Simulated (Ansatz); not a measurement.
**ClGeH₇Si₂: one species, many methods**

An exercise on one series of results from a longer session: the logs are not shown, and one member is left open.

Method: functionals in def2-TZVPP, the program's frozen cores in correlated methods; program: Ansatz 0.2.0, Gaussian basis.

Levels to be run: PBE-D4, r2SCAN-D4, PBE0-D4, B3LYP-D4, ωB97X-V, ωB97M-V, B2PLYP; CCSD(T)/def2-TZVPP; MP2/def2-QZVPP; extrapolation to the limit.

## The geometry

All runs share one geometry, relaxed beforehand with PBE0-D4 in a triple-zeta def2 set.

SMILES `Cl[SiH2][SiH2][GeH3]`, 11 atoms, charge 0, spin multiplicity 1.

Atoms are counted from 1 here; the program's logs count them from 0.

Bond lengths: Cl1–Si2 2.066 Å, Si2–Si3 2.335 Å, Si2–H5 1.485 Å, Si2–H6 1.485 Å, Si3–Ge4 2.380 Å, Si3–H7 1.490 Å, Si3–H8 1.488 Å, Ge4–H9 1.535 Å, Ge4–H10 1.537 Å, Ge4–H11 1.537 Å. Angles: Cl1–Si2–Si3 108.0°, Cl1–Si2–H5 107.6°, Cl1–Si2–H6 107.7°, Si3–Si2–H5 111.2°, Si3–Si2–H6 113.2°, H5–Si2–H6 108.9°, Si2–Si3–Ge4 109.3°, Si2–Si3–H7 109.0°, Si2–Si3–H8 109.2°, Ge4–Si3–H7 110.3°, Ge4–Si3–H8 110.3°, H7–Si3–H8 108.7°, Si3–Ge4–H9 110.1°, Si3–Ge4–H10 109.8°, Si3–Ge4–H11 110.5°, H9–Ge4–H10 108.8°, H9–Ge4–H11 108.9°, H10–Ge4–H11 108.6°.

The first run:

in.yaml reads:

```yaml
crystal:
  periodic: [false, false, false]
  atoms:
    - {symbol: Cl, position_ang: [-2.122112, 1.852658, 0.384369]}
    - {symbol: Si, position_ang: [-0.093730, 1.783176, 0.770869]}
    - {symbol: Si, position_ang: [0.566517, -0.456625, 0.756128]}
    - {symbol: Ge, position_ang: [-0.140092, -1.473680, -1.276671]}
    - {symbol: H, position_ang: [0.593504, 2.552908, -0.297314]}
    - {symbol: H, position_ang: [0.139641, 2.454480, 2.074662]}
    - {symbol: H, position_ang: [2.049646, -0.527160, 0.881107]}
    - {symbol: H, position_ang: [-0.043174, -1.154071, 1.920959]}
    - {symbol: H, position_ang: [-1.672961, -1.481172, -1.359093]}
    - {symbol: H, position_ang: [0.417183, -0.686233, -2.473740]}
    - {symbol: H, position_ang: [0.371077, -2.921281, -1.360575]}
basis:
  gaussian: {orbitals: def2-TZVPP}
hamiltonian: {xc: pbe, dispersion: d4}
output: {forces: true, orbitals: {seedname: orbitals}}
```

Launch:

```sh
ansatz run in.yaml --threads 4 --pin off --events-out ev --progress --plain --max-ram 10444MiB
```

Among the steps run: PBE-D4 (GGA); r2SCAN-D4 (meta-GGA); PBE0-D4 (hybrid); B3LYP-D4 (hybrid); ωB97X-V (range-separated); ωB97M-V (range-separated); B2PLYP (double hybrid); CCSD(T) in def2-TZVPP; MP2 in def2-QZVPP.

One of the session's tables, all rows but one given; the rest of the session is left out.

It belongs to the step «Atomisation energies». 

```
            method  atomisation energy (kcal/mol)
            PBE-D4                          729.4
         r2SCAN-D4                          740.6
           PBE0-D4                          729.9
          B3LYP-D4                          734.0
           ωB97X-V                          747.1
           ωB97M-V                          736.4
            B2PLYP                          724.0
     HF/def2-TZVPP                          558.9
    MP2/def2-TZVPP                          716.5
   CCSD/def2-TZVPP                          716.3
CCSD(T)/def2-TZVPP                          723.8
           MP2/CBS                              ?
       CCSD(T)/CBS                          741.8
```

Estimate the missing values for MP2/CBS.

The run gave: atomisation energy (kcal/mol): 734.5. In the column «atomisation energy (kcal/mol)» it lies between B3LYP-D4 (734.0) and ωB97M-V (736.4).

To keep in mind: Free atoms (1 Cl, 2 Si, 1 Ge, 7 H) were run apart at each level; the atomisation energy is their sum less the molecule, without zero-point or spin-orbit terms.
